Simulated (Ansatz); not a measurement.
A first try at the interaction energy of a dimer with the counterpoise correction of CH2ClI, SMILES ClCI, using Ansatz 0.2.0, Python API.

`dimer_ch2cli.py`
```python
import ansatz

FIRST = [
    ('Cl', (-1.3969, 0.1117, 0.9207)),
    ('C', (-0.0405, 0.0988, -0.173)),
    ('I', (1.4545, -0.9799, 0.767)),
    ('H', (0.334, 1.1429, -0.3889)),
    ('H', (-0.3512, -0.3737, -1.1257)),
]
SECOND = [
    ('Cl', (-4.1335, -2.1384, 2.665)),
    ('C', (-4.8013, -1.1876, 1.3665)),
    ('I', (-4.5371, 0.794, 1.901)),
    ('H', (-5.9037, -1.39, 1.2225)),
    ('H', (-4.2669, -1.4348, 0.428)),
]

def energy(atoms, ghosts=()):
    molecule = ansatz.Crystal.molecule()
    for symbol, xyz in atoms:
        molecule = molecule.atom(symbol, xyz)
    calc = (
        molecule
        .basis(gaussian='def2-SVPD')
        .correlation('mp2')
    )
    deck = calc.input()
    if ghosts:
        deck = deck.set(ansatz.key.basis.gaussian.ghost_atoms, [{'symbol': s, 'position_ang': list(xyz)} for s, xyz in ghosts])
    return ansatz.Session.from_dict(deck).plan().execute().report['free_energy_ev']


def main() -> None:
    both = energy(FIRST + SECOND)
    alone = energy(FIRST) + energy(SECOND)
    ghosted = energy(FIRST, SECOND) + energy(SECOND, FIRST)
    print(f'dimer {both:.6f} eV')
    print(f'interaction, uncorrected   {23.060548 * (both - alone):8.3f} kcal/mol')
    print(f'interaction, counterpoise  {23.060548 * (both - ghosted):8.3f} kcal/mol')
    print(f'basis-set superposition    {23.060548 * (alone - ghosted):8.3f} kcal/mol')


if __name__ == '__main__':
    main()
```

`python dimer_ch2cli.py` gives:
```text
Traceback (most recent call last):
  File "dimer_ch2cli.py", line 44, in <module>
    main()
    ~~~~^^
  File "dimer_ch2cli.py", line 34, in main
    both = energy(FIRST + SECOND)
  File "dimer_ch2cli.py", line 24, in energy
    .basis(gaussian='def2-SVPD')
     ^^^^^
AttributeError: 'Crystal' object has no attribute 'basis'
```

Find the fault and give the corrected script.

The fault: settings are called on the crystal, without .calculation(). The change:

```diff
--- before
+++ after
@@ -22,3 +22,3 @@
     calc = (
-        molecule
+        molecule.calculation()
         .basis(gaussian='def2-SVPD')
```

The mended script runs so:

```console
$ python dimer_ch2cli.py
dimer -43289.211396 eV
interaction, uncorrected     -2.156 kcal/mol
interaction, counterpoise     1.115 kcal/mol
basis-set superposition       3.271 kcal/mol
```

Notes:
- Total energies depend on the basis set; only differences at equal settings carry meaning.
- The dimer is a generated trial pose of unrelaxed monomers, not a minimum, so the figure is no binding energy, and the basis set is small.
- def2 sets replace the cores of elements past krypton by effective core potentials.
- The whole script took 30 s on 1 thread of Intel(R) Xeon(R) Processor @ 2.30GHz, with other jobs on the host, peak memory 0.73 GiB.
